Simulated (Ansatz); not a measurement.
# ScTaN in Ansatz: convergence with smearing width

Crystal: ScTaN.

```
CELL_PARAMETERS angstrom
3.08507 0.00000 0.00000
-1.54253 2.67175 0.00000
0.00000 0.00000 10.34014
ATOMIC_POSITIONS crystal
Ta 0.33333 0.66667 0.24563
Ta 0.66667 0.33333 0.75437
Sc 0.00000 0.00000 0.00000
Sc 0.00000 0.00000 0.50000
N 0.33333 0.66667 0.62984
N 0.66667 0.33333 0.37016
```

The cell comes from a database or a generator and needn't be the stable form of this composition.

```yaml
Program: Ansatz 0.2.0
Task: convergence study
Functional: PBE
Potentials_or_basis: Ansatz PAW
Cutoff: "420 eV (not typed: the program's choice for these potentials)"
k_mesh: 8 × 8 × 3
Occupations: methfessel-paxton, width 0.3 eV
Spin: no spin polarisation
```

These are the settings of the first run; the series varies smearing width, with any setting tied to it.

Hardware: 2 threads of Arm Neoverse V2, on a shared host.

```
smearing width  energy less the tightest run, at zero smearing (meV/atom)  pressure (GPa)  largest force (eV/Å)  SCF cycles  CPU time (s)  peak memory (GiB)
        0.3 eV                                                      -0.28           -0.60                 0.041           9           4.1                0.4
        0.2 eV                                                      -0.31           -0.63                 0.061           9           4.1               0.39
       0.15 eV                                                      -0.08           -0.63                 0.073           9           4.1               0.39
        0.1 eV                                                       0.00           -0.65                 0.082           9           4.1               0.39
       0.05 eV                                                      -0.06           -0.69                 0.091           9           4.1               0.39
      0.025 eV                                                      -0.05           -0.70                 0.091           8             4               0.39
       0.01 eV                                                      -0.01           -0.70                 0.090           8           4.1               0.39
      0.005 eV                                                       0.00           -0.70                 0.090           7           3.7               0.39
```

Against the tightest run, the energy stays within 1 meV/atom from 0.3 eV on; the pressure stays within 0.1 GPa from 0.3 eV on; the largest force stays within 0.005 eV/Å from 0.05 eV on. Narrower smearing needs a denser k mesh, so at a fixed mesh the narrowest width isn't the most accurate. The tightest run that finished is the yardstick and may itself not be fully converged.

Spin-orbit coupling is left out, which matters for the levels of Ta.
